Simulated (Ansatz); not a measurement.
# FHI: the cost of one run

Method: the levels named in each step, in Ansatz 0.2.0.

## (1) The structure to begin with

Bond lengths: F1–H3 0.933 Å.

Coordinates:

```xyz
3

F    -2.7441    0.7327   -1.5374
I     0.4270   -0.1166    0.2472
H    -2.0450    0.8658   -2.1407
```

## (2) A rough first relaxation, PBE-D4/def2-SVP

This run stands in another session on the same molecule. It ended at:

```xyz
3

F    -2.4382    0.6353   -1.3172
I     0.0126    0.0084   -0.0296
H    -1.9365    0.8382   -2.0842
```

## (3) Relaxation, PBE0-D4/def2-TZVPP

This run stands in another session on the same molecule. It ended at:

```xyz
3

F    -2.4385    0.6536   -1.3741
I     0.2009   -0.0649    0.1477
H    -2.1245    0.8932   -2.2046
```

## (4) Frequencies, PBE0-D4/def2-TZVPP

input.yaml

```yaml
crystal:
  periodic: [false, false, false]
  atoms:
    - { symbol: F, position_ang: [-2.43853675, 0.65364191, -1.37413732] }
    - { symbol: I, position_ang: [0.20090414, -0.06493426, 0.1477105] }
    - { symbol: H, position_ang: [-2.12445738, 0.89324235, -2.20457318] }
magnetization:
  spin_polarized: true
  initial_magnetization: 1
basis:
  gaussian: { orbitals: def2-TZVPP }
hamiltonian:
  xc: pbe0
  dispersion: d4
phonons: {}
```

Run with:

```
ansatz run input.yaml --threads 2 --pin off --max-ram 5120MiB --backend cpu --events-out ev --progress --plain --runs-dir out
```

**Question.** How long does this run take on 2 threads of Intel Xeon 6975P-C (Granite Rapids), shared host, and how much memory does it need?

About 9 s, with a peak of 0.24 GiB.
